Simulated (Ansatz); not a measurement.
**C2H4BClO: basis-set convergence**

How large a basis does C2H4BClO need? Two functionals are run in growing sets.

Program: Ansatz 0.2.0, Gaussian basis. Level of theory: one geometry, several basis sets. These are calculated values, not measurements.

Levels to be run: PBE0-D4/def2-SVP; ωB97M-V/def2-SVP; PBE0-D4/def2-QZVPP; ωB97M-V/def2-QZVPP; the functionals' def2-TZVPP values are taken from earlier runs.

**1. The relaxed structure**

All runs share one geometry, relaxed beforehand with PBE0-D4 in a triple-zeta def2 set.

SMILES `O=CCBCl`, 9 atoms, charge 0, spin multiplicity 1.

Atoms are counted from 1 here; the program's logs count them from 0.

Bond lengths: O1–C2 1.199 Å, C2–C3 1.498 Å, C2–H6 1.112 Å, C3–B4 1.560 Å, C3–H7 1.104 Å, C3–H8 1.091 Å, B4–Cl5 1.740 Å, B4–H9 1.193 Å. Angles: O1–C2–C3 124.3°, O1–C2–H6 120.7°, C3–C2–H6 115.0°, C2–C3–B4 112.8°, C2–C3–H7 106.9°, C2–C3–H8 111.2°, B4–C3–H7 102.7°, B4–C3–H8 114.1°, H7–C3–H8 108.5°, C3–B4–Cl5 120.7°, C3–B4–H9 122.4°, Cl5–B4–H9 116.9°.

**2. PBE0-D4 in def2-SVP**

File in.yaml:

```yaml
crystal:
  periodic: [false, false, false]
  atoms:
    - {symbol: O, position_ang: [-2.295929, 0.112016, 0.356354]}
    - {symbol: C, position_ang: [-1.251602, -0.460197, 0.218725]}
    - {symbol: C, position_ang: [0.085622, 0.139131, 0.529831]}
    - {symbol: B, position_ang: [1.012246, 0.230213, -0.722008]}
    - {symbol: Cl, position_ang: [2.168182, 1.521325, -0.878435]}
    - {symbol: H, position_ang: [-1.220175, -1.497976, -0.178323]}
    - {symbol: H, position_ang: [0.618068, -0.582862, 1.174019]}
    - {symbol: H, position_ang: [-0.020492, 1.077405, 1.075354]}
    - {symbol: H, position_ang: [0.992581, -0.585355, -1.592418]}
basis:
  gaussian: {orbitals: def2-SVP}
hamiltonian: {xc: pbe0, dispersion: d4}
output: {orbitals: {seedname: orbitals}}
```

Command:

```console
$ ansatz run in.yaml --threads 2 --pin off --events-out ev --progress --plain --max-ram 4352MiB
```

The runs that follow: ωB97M-V in def2-SVP; PBE0-D4 in def2-QZVPP; ωB97M-V in def2-QZVPP.

Q: Predict the results of all the runs planned. Wanted: PBE0-D4: double and triple zeta above quadruple; ωB97M-V: double and triple zeta above quadruple.

As calculated:

| quantity | value |
| --- | --- |
| PBE0-D4: double and triple zeta above quadruple | 10.39, 0.64 eV |
| ωB97M-V: double and triple zeta above quadruple | 10.54, 0.60 eV |

**Reading.** For PBE0-D4 the step from double to triple zeta gains 9.76 eV and the next only 0.64 eV. These are total energies; as a rule much of such shifts cancels in differences, which this series doesn't test.
